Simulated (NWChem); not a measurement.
# ZnNH3 (SMILES [NH2][ZnH]): PBE0/6-31G(d) (spherical functions)

Aim: the vertical ionisation energy of ZnNH3 at PBE0/6-31G* (spherical functions), from 2 runs. 

The results are computed with NWChem 7.3.0.

## (1) The structure to begin with

ZnNH3: 5 atoms, total charge 0, spin state singlet. As SMILES, `[NH2][ZnH]`. The coordinates come from a PBE0-D4/def2-TZVP relaxation.

Bond lengths: N1–Zn2 1.817 Å, N1–H3 1.009 Å, N1–H4 1.009 Å, Zn2–H5 1.523 Å. Angles: N1–Zn2–H5 176.2°, Zn2–N1–H3 119.9°, Zn2–N1–H4 119.9°, H3–N1–H4 108.6°.

## (2) The energy at PBE0/6-31G(d) (spherical functions)

The input, calc.nw:

```
start calc
memory stack 880 mb heap 220 mb global 1100 mb
charge 0
geometry units angstroms noautosym nocenter noautoz
   N    -0.144000   -0.833800   -0.065600
   Zn    0.344900    0.915600   -0.097400
   H    -1.046100   -1.111100   -0.422600
   H     0.073200   -1.402700    0.739000
   H     0.822000    2.358500   -0.194900
end
basis spherical bse
   N library 6-31G*
   Zn library 6-31G*
   H library 6-31G*
end
dft
   xc pbe0
   mult 1
   grid xcoarse
   convergence energy 1e-08
   maxiter 100
   mulliken
   print low
end
task dft energy
```

Command:

```
$ nwchem calc.nw > calc.out
```

Log:

```text
[...]
 d= 0,ls=0.0,diis     1  -1835.2231563808 -1.93D+03  1.97D-02  4.44D-01     1.2
[...]
 d= 0,ls=0.0,diis     8  -1835.2871146359 -2.58D-09  1.07D-06  1.10D-08     5.1
         Total DFT energy =    -1835.287114635913
      One electron energy =    -2745.105038327790
           Coulomb energy =      895.287374483281
    Exchange-Corr. energy =      -78.911629036573
 Nuclear repulsion energy =       93.442178245168
[...]
      Total Density - Mulliken Population Analysis
     ---------------------------------------------
    Atom       Charge   Shell Charges
 -----------   ------   -------------------------------------------------------
    1 N    7     8.05   2.00  0.76  2.47  0.91  1.89  0.02
    2 Zn  30    29.54   2.00  2.00  6.00  2.00  6.00  0.79  0.57  0.21  0.12  6.77  3.08  0.01
    3 H    1     0.66   0.50  0.16
    4 H    1     0.66   0.50  0.16
    5 H    1     1.08   0.48  0.61
[...]
```

Wall time 6 s (1 thread of Intel Xeon Platinum 8488C (Sapphire Rapids), shared host); peak memory 0.1 GiB.

## (3) The doublet cation at the same level

The input, h3nzn.xyz:

```xyz
5
H3NZn PBE0
N     -0.144000    -0.833800    -0.065600
Zn     0.344900     0.915600    -0.097400
H     -1.046100    -1.111100    -0.422600
H      0.073200    -1.402700     0.739000
H      0.822000     2.358500    -0.194900
```

The input, h3nzn.nw:

```
start h3nzn
title "H3NZn PBE0"
memory total 2200 mb
charge 1

geometry units angstroms noautosym nocenter noautoz
load format xyz h3nzn.xyz
end

basis spherical bse
* library 6-31G*
end

dft
xc pbe0
mult 2
grid xcoarse
convergence energy 1e-08
iterations 100
mulliken
print low
end

task dft energy
```

Command:

```
$ nwchem h3nzn.nw > h3nzn.out
```

Log:

```text
[...]
 d= 0,ls=0.0,diis     1  -1834.5084676780 -1.93D+03  2.93D-02  2.13D+00     1.6
[...]
 d= 0,ls=0.5,diis    37  -1834.9596738667 -9.69D-09  4.76D-08  3.91D-09    23.7
[...]
         Total DFT energy =    -1834.959673873278
      One electron energy =    -2733.826860383304
           Coulomb energy =      884.056865681777
    Exchange-Corr. energy =      -78.631857416919
 Nuclear repulsion energy =       93.442178245168
[...]
      Total Density - Mulliken Population Analysis
     ---------------------------------------------
    Atom       Charge   Shell Charges
 -----------   ------   -------------------------------------------------------
    1 N    7     7.67   2.00  0.82  2.39  0.93  1.50  0.02
    2 Zn  30    29.28   2.00  2.00  6.00  2.00  6.00  0.87  0.44  0.12 -0.00  6.78  3.08  0.01
    3 H    1     0.54   0.48  0.06
    4 H    1     0.54   0.48  0.06
    5 H    1     0.97   0.46  0.51
[...]
      <S2> =      0.7536 (Exact =     0.7500)
[...]
```

Wall time 25 s (1 thread of Intel Xeon Platinum 8488C (Sapphire Rapids), shared host); peak memory 0.1 GiB.

## (4) What came out

Level: PBE0/6-31G* (spherical functions).

```
                                          quantity           value
                       singlet ZnNH3: total energy  -1835.28711 Eh
                      doublet cation: total energy  -1834.95967 Eh
                              doublet cation: ⟨S²⟩           0.754
vertical ionisation energy (to the doublet cation)        8.910 eV
```

The vertical ionisation energy comes to 8.91 eV (860 kJ/mol). Mulliken charges (singlet ZnNH3) run from -1.05 on N1 to +0.46 on Zn2. Mulliken charges (doublet cation) run from -0.67 on N1 to +0.72 on Zn2; they depend strongly on the basis.
